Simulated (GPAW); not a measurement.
# Sn3Se (Fm-3m) in GPAW: further runs

The runs below take Sn3Se through equation of state, band structure, with r2SCAN, PBE.

Program: GPAW 26.7.0. These are calculated values, not measurements. Logs are shortened: lines on timing, memory, paths and dates and some standing lists are left out, and cuts for length are marked. The log counts tension as positive stress, the text compression.

## 1. Starting point

The structure is cubic, space group Fm-3m (No. 225). The conventional cell has a = 7.466 Å, b = 7.466 Å, c = 7.466 Å, α = 90.00°, β = 90.00°, γ = 90.00°. Around Sn (site symmetry m-3m) lie 8 Sn at 3.23 Å. Sn (site symmetry -43m) has 4 Sn at 3.23 Å and 4 Se at 3.23 Å as nearest neighbours. Around Se (site symmetry m-3m) lie 8 Sn at 3.23 Å.

The cell comes from a database or a generator and needn't be the stable form of this composition.

## 2. Equation of state, r2SCAN

run.py reads:

```python
from ase import Atoms
from ase.eos import EquationOfState
from ase.io import Trajectory
from ase.units import GPa
from gpaw import GPAW, PW

atoms = Atoms(['Sn', 'Sn', 'Sn', 'Se'],
              cell=[[0.0, 3.733138, 3.733138],
                    [3.733138, 0.0, 3.733138],
                    [3.733138, 3.733138, 0.0]],
              scaled_positions=[[0.5, 0.5, 0.5],
                                [0.75, 0.75, 0.75],
                                [0.25, 0.25, 0.25],
                                [0.0, 0.0, 0.0]],
              pbc=True)

traj = Trajectory('eos.traj', 'w')
volumes, energies = [], []
for x in [0.94, 0.96, 0.98, 1.0, 1.02, 1.04, 1.06]:
    a = atoms.copy()
    a.set_cell(atoms.cell * x**(1 / 3), scale_atoms=True)
    calc = GPAW(mode=PW(600),
                xc='MGGA_X_R2SCAN+MGGA_C_R2SCAN',
                kpts={'size': (6, 6, 6), 'gamma': True},
                occupations={'name': 'fermi-dirac', 'width': 0.05},
                nbands=38,
                convergence={'density': 1e-05, 'energy': 1e-05},
                maxiter=150,
                txt=f'eos-{x:.2f}.txt')
    a.calc = calc
    energies.append(a.get_potential_energy(force_consistent=True))
    volumes.append(a.get_volume())
    p = -a.get_stress()[:3].mean() / GPa
    calc.write(f'eos-{x:.2f}.gpw')
    traj.write(a)
    print(f'{x:.2f} {volumes[-1]:10.4f} A^3 {energies[-1]:14.6f} eV {p:9.3f} GPa', flush=True)

v0, e0, B = EquationOfState(volumes, energies, eos='birchmurnaghan').fit()
print(f'V0 = {v0:.4f} A^3, E0 = {e0:.6f} eV, B0 = {B / GPa:.2f} GPa')
```

Potentials or basis: GPAW PAW data sets (gpaw-data 1.2.1), pw.

Started as:

```
$ OMP_NUM_THREADS=1 python run.py
```

The log of the run:

```text
__  _  _
 | _ |_)|_||  |
 |__||  | ||/\| - 26.7.0

Input parameters:
  mode=PW(ecut=600.0),
  convergence={'density': 1e-05, 'energy': 1e-05},
  kpts=MonkhorstPack(size=(6, 6, 6), gamma=True),
  maxiter=150,
  nbands=38,
  occupations=Occupations(name='fermi-dirac', width=0.05),
  xc=XC(name='MGGA_X_R2SCAN+MGGA_C_R2SCAN')

Diagonalizing LCAO Hamiltonian
Converting LCAO to pw mode

                        Sn

                  Sn

             Sn

       Se

Atoms  # Å, Bohr magnetons
|   | symbol |        x |        y |        z |    initial magnetic moments |
|---|--------|----------|----------|----------|-----------------------------|
| 0 |     Sn | 3.656930 | 3.656930 | 3.656930 | ( 0.0000,  0.0000,  0.0000) |
| 1 |     Sn | 5.485395 | 5.485395 | 5.485395 | ( 0.0000,  0.0000,  0.0000) |
| 2 |     Sn | 1.828465 | 1.828465 | 1.828465 | ( 0.0000,  0.0000,  0.0000) |
| 3 |     Se | 0.000000 | 0.000000 | 0.000000 | ( 0.0000,  0.0000,  0.0000) |

Unit cell  # Å
| periodic |        x |        y |        z |  lengths |    angles |
|----------|----------|----------|----------|----------|-----------|
|      yes | 0.000000 | 3.656930 | 3.656930 | 5.171680 | 60.000000 |
|      yes | 3.656930 | 0.000000 | 3.656930 | 5.171680 | 60.000000 |
|      yes | 3.656930 | 3.656930 | 0.000000 | 5.171680 | 60.000000 |

Number of symmetries: 48
Symmetry operations  # r_c * U_cc + t_c -> r_c
|    | kind |            matrix            |
|----|------|------------------------------|
|  0 |  σ   |  1, 0, 0,  1, 0,-1,  1,-1, 0 |
|  1 |  C2  |  1, 0, 0,  1,-1, 0,  1, 0,-1 |
|  2 |  E   |  1, 0, 0,  0, 1, 0,  0, 0, 1 |
|  3 |  σ   |  1, 0, 0,  0, 0, 1,  0, 1, 0 |
|  4 |  C4  |  1, 0,-1,  1, 0, 0,  1,-1, 0 |
|  5 |  S6  |  1, 0,-1,  1,-1, 0,  1, 0, 0 |
|  6 |  σ   |  1, 0,-1,  0, 1,-1,  0, 0,-1 |
|  7 |  C3  |  1, 0,-1,  0, 0,-1,  0, 1,-1 |
|  8 |  S6  |  1,-1, 0,  1, 0, 0,  1, 0,-1 |
|  9 |  C4  |  1,-1, 0,  1, 0,-1,  1, 0, 0 |
| 10 |  C3  |  1,-1, 0,  0,-1, 1,  0,-1, 0 |
| 11 |  σ   |  1,-1, 0,  0,-1, 0,  0,-1, 1 |
| 12 |  σ   |  0, 1, 0,  1, 0, 0,  0, 0, 1 |
| 13 |  C4  |  0, 1, 0,  0, 1,-1, -1, 1, 0 |
| 14 |  C3  |  0, 1, 0,  0, 0, 1,  1, 0, 0 |
| 15 |  S6  |  0, 1, 0, -1, 1, 0,  0, 1,-1 |
| 16 |  C2  |  0, 1,-1,  1, 0,-1,  0, 0,-1 |
| 17 |  σ   |  0, 1,-1,  0, 1, 0, -1, 1, 0 |
| 18 |  S4  |  0, 1,-1,  0, 0,-1,  1, 0,-1 |
| 19 |  C4  |  0, 1,-1, -1, 1, 0,  0, 1, 0 |
| 20 |  C3  |  0, 0, 1,  1, 0, 0,  0, 1, 0 |
| 21 |  σ   |  0, 0, 1,  0, 1, 0,  1, 0, 0 |
| 22 |  S6  |  0, 0, 1,  0,-1, 1, -1, 0, 1 |
| 23 |  C4  |  0, 0, 1, -1, 0, 1,  0,-1, 1 |
| 24 |  S4  |  0, 0,-1,  1, 0,-1,  0, 1,-1 |
| 25 |  C3  |  0, 0,-1,  0, 1,-1,  1, 0,-1 |
| 26 |  C2  |  0, 0,-1,  0,-1, 0, -1, 0, 0 |
| 27 |  S6  |  0, 0,-1, -1, 0, 0,  0,-1, 0 |
| 28 |  S4  |  0,-1, 1,  1,-1, 0,  0,-1, 0 |
| 29 |  C4  |  0,-1, 1,  0, 0, 1, -1, 0, 1 |
| 30 |  C2  |  0,-1, 1,  0,-1, 0,  1,-1, 0 |
| 31 |  σ   |  0,-1, 1, -1, 0, 1,  0, 0, 1 |
| 32 |  C3  |  0,-1, 0,  1,-1, 0,  0,-1, 1 |
| 33 |  S6  |  0,-1, 0,  0, 0,-1, -1, 0, 0 |
| 34 |  S4  |  0,-1, 0,  0,-1, 1,  1,-1, 0 |
| 35 |  C2  |  0,-1, 0, -1, 0, 0,  0, 0,-1 |
| 36 |  C2  | -1, 1, 0,  0, 1, 0,  0, 1,-1 |
| 37 |  S6  | -1, 1, 0,  0, 1,-1,  0, 1, 0 |
| 38 |  S4  | -1, 1, 0, -1, 0, 1, -1, 0, 0 |
| 39 |  C3  | -1, 1, 0, -1, 0, 0, -1, 0, 1 |
| 40 |  S6  | -1, 0, 1,  0, 0, 1,  0,-1, 1 |
| 41 |  C2  | -1, 0, 1,  0,-1, 1,  0, 0, 1 |
| 42 |  C3  | -1, 0, 1, -1, 1, 0, -1, 0, 0 |
| 43 |  S4  | -1, 0, 1, -1, 0, 0, -1, 1, 0 |
| 44 |  C2  | -1, 0, 0,  0, 0,-1,  0,-1, 0 |
| 45 |  i   | -1, 0, 0,  0,-1, 0,  0, 0,-1 |
| 46 |  σ   | -1, 0, 0, -1, 1, 0, -1, 0, 1 |
| 47 |  C2  | -1, 0, 0, -1, 0, 1, -1, 1, 0 |

BZ-sampling:
  Number of BZ points: 216
  Number of IBZ points: 16

  Monkhorst-Pack size: [6, 6, 6]
  Monkhorst-Pack shift: [0.08333333333333333, 0.08333333333333333, 0.08333333333333333]

K-points  # in reciprocal-cell coordinates
|     |                                coordinates |     weight |
|-----|--------------------------------------------|------------|
|   0 | (  0.00000000,   0.00000000,   0.00000000) | 0.00462963 |
|   1 | (  0.16666667,   0.16666667,   0.00000000) | 0.02777778 |
|   2 | (  0.16666667,   0.16666667,   0.16666667) | 0.03703704 |
|   3 | (  0.33333333,   0.16666667,   0.16666667) | 0.05555556 |
|   4 | (  0.33333333,   0.33333333,  -0.33333333) | 0.05555556 |
|   5 | (  0.33333333,   0.33333333,   0.00000000) | 0.02777778 |
|   6 | (  0.33333333,   0.33333333,   0.16666667) | 0.11111111 |
|   7 | (  0.33333333,   0.33333333,   0.33333333) | 0.03703704 |
|   8 | (  0.50000000,   0.33333333,  -0.33333333) | 0.11111111 |
|   9 | (  0.50000000,   0.33333333,  -0.16666667) | 0.05555556 |
| ... |                                            |            |
|  15 | (  0.50000000,   0.50000000,   0.50000000) | 0.01851852 |

Plane wave coefficients: 3287
Cutoff: 600.0 eV

Spin-components: 1 (collinear spins)
Bands:           38
Projectors:      23
Spin-degeneracy: 2
Datatype:        complex128

Parallelization:
  kpt:    1
  domain: 1
  band:   1

Density:
  Valence electrons: 48.0
  Components: 1
  Grid points: [30 30 30]
  Charge: 0.0  # |e|

Potential:
  Grid points: [30 30 30]

species:
  Sn:
    name:    Tin
    Z:       50.0
    valence: 14
    core:    36
    charge:  0.0  # [|e|]
    compensation charges:
      type: gauss
      rc: 0.38  # [Å]
      lmax: 2
    cutoffs:
      filter: 2.23  # [Å]
      core: 2.35  # [Å]
    projectors
    | kind |    occ | energy [eV] | rcut [Å] |
    |------|--------|-------------|----------|
    |   5s |  2.000 |     -10.538 |    1.201 |
    |   5p |  2.000 |      -3.696 |    1.270 |
    |   4d | 10.000 |     -25.845 |    1.185 |
    |    s |        |      16.674 |    1.201 |
    |    p |        |      23.515 |    1.270 |
    |    d |        |       1.367 |    1.185 |

    Using partial waves for Sn as LCAO basis

  Se:
    name:    Selenium
    Z:       34.0
    valence: 6
    core:    28
    charge:  0.0  # [|e|]
    compensation charges:
      type: gauss
      rc: 0.27  # [Å]
      lmax: 2
    cutoffs:
      filter: 1.77  # [Å]
      core: 2.67  # [Å]
    projectors
    | kind |    occ | energy [eV] | rcut [Å] |
    |------|--------|-------------|----------|
    |   4s |  2.000 |     -17.277 |    0.847 |
    |   4p |  4.000 |      -6.512 |    1.005 |
    |    s |        |       9.935 |    0.847 |
    |    p |        |      20.699 |    1.005 |
    |    d |        |       0.000 |    0.847 |

    Using partial waves for Se as LCAO basis

Reference energy: -570135.612052  # eV

eigensolver:
  PPCG
  Converge bands: occupied
  niter=2

density mixing:
  MSR1-Mixer
  Pratt-step length: 0.05
  Maximum mixing coefficient: 0.75
  Old densities: 10
  SVD Regularization: 0.005
  Good broyden scale: 1.0
  Trust region scale: 1.0
  Backstep threshold: 4.0
  History deletion threshold: 6.0
  Fourier metric: weight=20.0, sigma=0.015

occupation numbers:
  Fermi-Dirac:
    width: 0.0500  # eV

poisson solver:
  ecut: 4800.0  # eV

xc functional:
  name: MGGA_X_R2SCAN+MGGA_C_R2SCAN with 2 nearest neighbor stencil

convergence criteria:
- Maximum integral of absolute [dens]ity change: 1e-05 electrons / valence electron
- Maximum [total energy] change in last 3 cyles: 1e-05 eV / valence electron
- Maximum integral of absolute [eigenst]ate change: 4e-08 eV^2 / valence electron
maximum number of iterations: 150

SCF iterations
|iter     | |      energy | eigst |  dens |
|---------|-|-------------|-------|-------|
|iter:   1| |  -73.670208 | +0.29 |       |
|iter:   2| |  -68.163497 | -1.06 | -1.59 |
|iter:   3| |-1442769.786878 | +5.58 | -1.55 |
|iter:   4| |  -29.390742 | +2.06 | +1.81 |
|iter:   5| |  -66.759266 | +0.95 | -0.81 |
|iter:   6| |  -68.196372 | -0.89 | -1.83 |
|iter:   7| |  -68.159722 | -2.74 | -1.90 |
|iter:   8| |  -68.139823 | -3.82 | -2.08 |
|iter:   9| |  -68.128576 | -3.98 | -2.27 |
|iter:  10| |  -68.127718 | -4.37 | -2.51 |
|iter:  11| |  -68.127939 | -4.38 | -2.70 |
|iter:  12| |  -68.127920c| -5.79 | -3.16 |
|iter:  13| |  -68.127958c| -6.30 | -3.43 |
|iter:  14| |  -68.127935c| -6.89 | -3.76 |
|iter:  15| |  -68.127931c| -7.67c| -4.28 |
|iter:  16| |  -68.127931c| -8.11c| -5.09c|

Converged in 16 steps
Energy contributions relative to reference atoms: (reference = -570135.612052)

Energy contributions:
  Kinetic:          34.027380
  Coulomb:         -30.321427
  Zero:             -0.437290
  External:          0.000000
  Xc:              -71.383857
  Entropy:          -0.025473
  Spinorbit:         0.000000
  ----------------------------
  Free energy:     -68.140667
  Extrapolated:    -68.127931

dipole moment: (-26.898415, -26.898415, -26.898415)  # |e|*Ang

Fermi level: 7.632
Eigenvalues  # (at kpt = [0.000, 0.000, 0.000])
| band index |      eig [eV] | occ [0-2] |
|------------|---------------|-----------|
|          0 |       -14.738 |     2.000 |
|        ... |               |           |
|         20 |         4.434 |     2.000 |
|         21 |         5.286 |     2.000 |
|         22 |         6.196 |     2.000 |
|         23 |         6.196 |     2.000 |
|         24 |         6.196 |     2.000 |
|         25 |         6.927 |     2.000 |
[... 8 lines left out ...]
|         34 |        21.015 |     0.000 |
|         35 |        21.031 |     0.000 |
|        ... |               |           |
|         37 |        22.007 |     0.000 |

No gap
No difference between direct/indirect transitions

Stress tensor  # eV/Ang^3
|         x |         y |         z |
|-----------|-----------|-----------|
| -0.012868 | -0.000000 |  0.000000 |
| -0.000000 | -0.012868 |  0.000000 |
|  0.000000 |  0.000000 | -0.012868 |

# Writing to eos-0.94.gpw (mode='')
```

Wall time 19 min (1 thread of Arm Neoverse V2, shared host); peak memory 1.1 GiB.

Results:

* Equilibrium volume: 25.32 Å³/atom (rough: see the caveat)
* Bulk modulus: 55 GPa (rough)

Energy against volume, from the lowest point:
```csv
volume (Å³/atom),energy (meV/atom)
24.452,5.30
24.973,0.64
25.493,0.00
26.013,2.90
26.533,8.88
27.054,17.68
27.574,28.89
```

Caveat: the points scatter about the fit; the PAW data sets were made with another functional, which shifts forces and pressure a little.

(Part 1 of 2 ends here.)
